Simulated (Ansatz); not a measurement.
# CH5ClOSSi: basis-set convergence

An exercise on one series of results from a longer session: the logs are not shown, and one member is left open.

Program: Ansatz 0.2.0, Gaussian basis. Level of theory: one geometry, several basis sets. These are calculated values, not measurements.

Levels to be run: PBE0-D4/def2-SVP; ωB97M-V/def2-SVP; PBE0-D4/def2-QZVPP; ωB97M-V/def2-QZVPP; CCSD(T)/cc-pV(D+d)Z; CCSD(T)/cc-pV(T+d)Z; CCSD(T)/cc-pV(Q+d)Z; the functionals' def2-TZVPP values are taken from earlier runs.

### The relaxed structure

An earlier PBE0-D4 in a triple-zeta def2 set relaxation fixed the geometry.

SMILES `CO[SiH](S)Cl`, 10 atoms, charge 0, spin multiplicity 1.

Atoms are counted from 1 here; the program's logs count them from 0.

Bond lengths: C1–O2 1.414 Å, C1–H6 1.094 Å, C1–H7 1.095 Å, C1–H8 1.090 Å, O2–Si3 1.626 Å, Si3–S4 2.124 Å, Si3–Cl5 2.038 Å, Si3–H9 1.479 Å, S4–H10 1.345 Å. Angles: O2–C1–H6 111.2°, O2–C1–H7 111.2°, O2–C1–H8 107.7°, H6–C1–H7 108.9°, H6–C1–H8 109.1°, H7–C1–H8 108.7°, C1–O2–Si3 124.1°, O2–Si3–S4 112.9°, O2–Si3–Cl5 104.7°, O2–Si3–H9 112.6°, S4–Si3–Cl5 112.0°, S4–Si3–H9 105.1°, Cl5–Si3–H9 109.6°, Si3–S4–H10 93.7°.

Set-up of the first run:

Input file in.yaml:

```yaml
crystal:
  periodic: [false, false, false]
  atoms:
    - {symbol: C, position_ang: [0.577171, -0.310636, -1.454582]}
    - {symbol: O, position_ang: [0.902559, 0.077070, -0.134219]}
    - {symbol: Si, position_ang: [-0.054632, -0.182075, 1.154611]}
    - {symbol: S, position_ang: [-1.992255, 0.656817, 0.927935]}
    - {symbol: Cl, position_ang: [0.954980, 0.640314, 2.722974]}
    - {symbol: H, position_ang: [-0.385331, 0.107390, -1.764575]}
    - {symbol: H, position_ang: [0.535808, -1.400678, -1.547350]}
    - {symbol: H, position_ang: [1.358669, 0.067326, -2.114052]}
    - {symbol: H, position_ang: [-0.284535, -1.619877, 1.412488]}
    - {symbol: H, position_ang: [-1.529336, 1.913149, 0.799770]}
basis:
  gaussian: {orbitals: def2-SVP}
hamiltonian: {xc: pbe0, dispersion: d4}
output: {orbitals: {seedname: orbitals}}
```

The run is started by

```bash
ansatz run in.yaml --threads 2 --pin off --events-out ev --progress --plain --max-ram 32768MiB --backend cpu
```

Among the steps run: PBE0-D4 in def2-SVP; ωB97M-V in def2-SVP; PBE0-D4 in def2-QZVPP; ωB97M-V in def2-QZVPP.

One of the session's tables, all rows but one given; the rest of the session is left out.

| functional | basis | HOMO (eV) | LUMO (eV) |
| --- | --- | --- | --- |
| PBE0-D4 | def2-SVP | -7.76 | 0.62 |
| PBE0-D4 | def2-TZVPP | -7.86 | 0.12 |
| PBE0-D4 | def2-QZVPP | -7.89 | -0.07 |
| ωB97M-V | def2-SVP | -9.92 | 2.66 |
| ωB97M-V | def2-TZVPP | -10.06 | 2.05 |
| ωB97M-V | def2-QZVPP | ? | ? |

Estimate the missing values for ωB97M-V, def2-QZVPP.

**Answer.** HOMO (eV): -10.10; LUMO (eV): 1.55. In the column «HOMO (eV)» it is the lowest.
